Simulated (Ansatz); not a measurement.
# CH8BFSSi3: the cost of one run

All numbers below are computed with Ansatz 0.2.0 (UHF/STO-3G).

### 1 The structure to begin with

Bond lengths (14 of 15 bonds, heavy atoms first): C1–Si2 1.858 Å, Si2–B3 1.941 Å, B3–S4 1.945 Å, S4–Si5 2.085 Å, B3–Si6 1.994 Å, Si5–Si6 2.164 Å, Si6–F7 1.710 Å, C1–H8 1.117 Å, C1–H9 1.183 Å, C1–H10 1.109 Å, Si2–H11 1.466 Å, Si2–H12 1.443 Å, Si5–H13 1.520 Å, Si5–H14 1.435 Å. Angles (14 of 28 angles, heavy atoms first): C1–Si2–B3 110.2°, Si2–B3–S4 135.0°, Si2–B3–Si6 132.4°, S4–B3–Si6 92.3°, B3–S4–Si5 93.7°, S4–Si5–Si6 83.9°, B3–Si6–Si5 90.0°, B3–Si6–F7 111.5°, Si5–Si6–F7 111.4°, C1–Si2–H11 106.7°, C1–Si2–H12 110.4°, B3–Si2–H11 110.8°, B3–Si2–H12 108.9°, Si2–C1–H8 111.5°.

Structure file:

```xyz
15

C    -0.5821   -0.6152    2.5057
Si   -0.7247   -1.5883    0.9293
B    -0.1558   -0.5084   -0.5802
S     0.1594   -0.8435   -2.4700
Si    0.8427    1.0917   -2.8391
Si    0.5353    1.3577   -0.7139
F     2.0208    1.5369    0.1145
H     0.4553   -0.2288    2.6570
H    -1.2780    0.3390    2.4355
H    -0.9699   -1.1823    3.3761
H     0.1355   -2.7654    1.0814
H    -2.0895   -2.0049    0.7181
H    -0.1286    1.9349   -3.6493
H     2.2359    1.0938   -3.1812
H    -0.4782    2.3319   -0.3545
```

### 2 Relaxing end A

Input file input.yaml:

```yaml
crystal:
  periodic: [false, false, false]
  atoms:
    - { symbol: C, position_ang: [-0.5821, -0.6152, 2.5057] }
    - { symbol: Si, position_ang: [-0.7247, -1.5883, 0.9293] }
    - { symbol: B, position_ang: [-0.1558, -0.5084, -0.5802] }
    - { symbol: S, position_ang: [0.1594, -0.8435, -2.47] }
    - { symbol: Si, position_ang: [0.8427, 1.0917, -2.8391] }
    - { symbol: Si, position_ang: [0.5353, 1.3577, -0.7139] }
    - { symbol: F, position_ang: [2.0208, 1.5369, 0.1145] }
    - { symbol: H, position_ang: [0.4553, -0.2288, 2.657] }
    - { symbol: H, position_ang: [-1.278, 0.339, 2.4355] }
    - { symbol: H, position_ang: [-0.9699, -1.1823, 3.3761] }
    - { symbol: H, position_ang: [0.1355, -2.7654, 1.0814] }
    - { symbol: H, position_ang: [-2.0895, -2.0049, 0.7181] }
    - { symbol: H, position_ang: [-0.1286, 1.9349, -3.6493] }
    - { symbol: H, position_ang: [2.2359, 1.0938, -3.1812] }
    - { symbol: H, position_ang: [-0.4782, 2.3319, -0.3545] }
magnetization:
  spin_polarized: true
basis:
  gaussian: { orbitals: STO-3G }
hamiltonian:
  xc: hf
relax:
  f_tol: 0.02
  max_steps: 50
```

Command:

```console
> ansatz run input.yaml --threads 1 --pin off --max-ram 2048MiB --backend cpu --events-out ev --progress --plain --runs-dir out
```

**Question.** How long does this run take on 1 thread of Arm Neoverse V1, shared host, and how much memory does it need?

About 41 s, with a peak of 0.19 GiB.
